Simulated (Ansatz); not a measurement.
**BClH5NOSi: small, medium and large basis sets**

One table from this session's results is given with a row withheld; the runs are named, their logs left out.

Computed with Ansatz 0.2.0, Gaussian basis. Level: one geometry, several basis sets.

The runs, in order: PBE0-D4/def2-SVP; ωB97M-V/def2-SVP; PBE0-D4/def2-QZVPP; ωB97M-V/def2-QZVPP; the functionals' def2-TZVPP values are taken from earlier runs.

## The relaxed structure

All runs share one geometry, relaxed beforehand with PBE0-D4 in a triple-zeta def2 set.

SMILES `NBO[SiH2]Cl`, 10 atoms, charge 0, spin multiplicity 1.

Atoms are counted from 1 here; the program's logs count them from 0.

Bond lengths: N1–B2 1.392 Å, N1–H6 1.003 Å, N1–H7 1.006 Å, B2–O3 1.378 Å, B2–H8 1.201 Å, O3–Si4 1.628 Å, Si4–Cl5 2.052 Å, Si4–H9 1.476 Å, Si4–H10 1.480 Å. Angles: B2–N1–H6 122.6°, B2–N1–H7 122.7°, H6–N1–H7 114.7°, N1–B2–O3 119.0°, N1–B2–H8 120.2°, O3–B2–H8 120.8°, B2–O3–Si4 130.9°, O3–Si4–Cl5 110.2°, O3–Si4–H9 107.9°, O3–Si4–H10 111.2°, Cl5–Si4–H9 107.6°, Cl5–Si4–H10 107.2°, H9–Si4–H10 112.6°.

The first run:

File in.yaml:

```yaml
crystal:
  periodic: [false, false, false]
  atoms:
    - {symbol: N, position_ang: [-0.678401, 1.376729, 1.521395]}
    - {symbol: B, position_ang: [-0.292685, 0.204568, 0.878289]}
    - {symbol: O, position_ang: [0.292450, 0.286739, -0.366853]}
    - {symbol: Si, position_ang: [0.746027, -0.877522, -1.410648]}
    - {symbol: Cl, position_ang: [-0.853864, -1.473094, -2.548842]}
    - {symbol: H, position_ang: [-1.104326, 1.380252, 2.429889]}
    - {symbol: H, position_ang: [-0.561848, 2.286517, 1.107790]}
    - {symbol: H, position_ang: [-0.461741, -0.858861, 1.409316]}
    - {symbol: H, position_ang: [1.754108, -0.302506, -2.322032]}
    - {symbol: H, position_ang: [1.243382, -2.073923, -0.695401]}
basis:
  gaussian: {orbitals: def2-SVP}
hamiltonian: {xc: pbe0, dispersion: d4}
output: {orbitals: {seedname: orbitals}}
```

Among the steps run: PBE0-D4 in def2-SVP; ωB97M-V in def2-SVP; PBE0-D4 in def2-QZVPP; ωB97M-V in def2-QZVPP.

One of the session's tables, all rows but one given; the rest of the session is left out.

It belongs to the step «Functionals by basis». 

| functional | basis | HOMO (eV) | LUMO (eV) |
| --- | --- | --- | --- |
| PBE0-D4 | def2-SVP | -8.09 | 1.06 |
| PBE0-D4 | def2-TZVPP | -8.26 | 0.65 |
| PBE0-D4 | def2-QZVPP | -8.29 | 0.42 |
| ωB97M-V | def2-SVP | -10.46 | 3.13 |
| ωB97M-V | def2-TZVPP | -10.64 | 2.21 |
| ωB97M-V | def2-QZVPP | ? | ? |

Estimate the missing values for ωB97M-V, def2-QZVPP.

**Answer.** HOMO (eV): -10.67; LUMO (eV): 1.68. In the column «HOMO (eV)» it is the lowest.
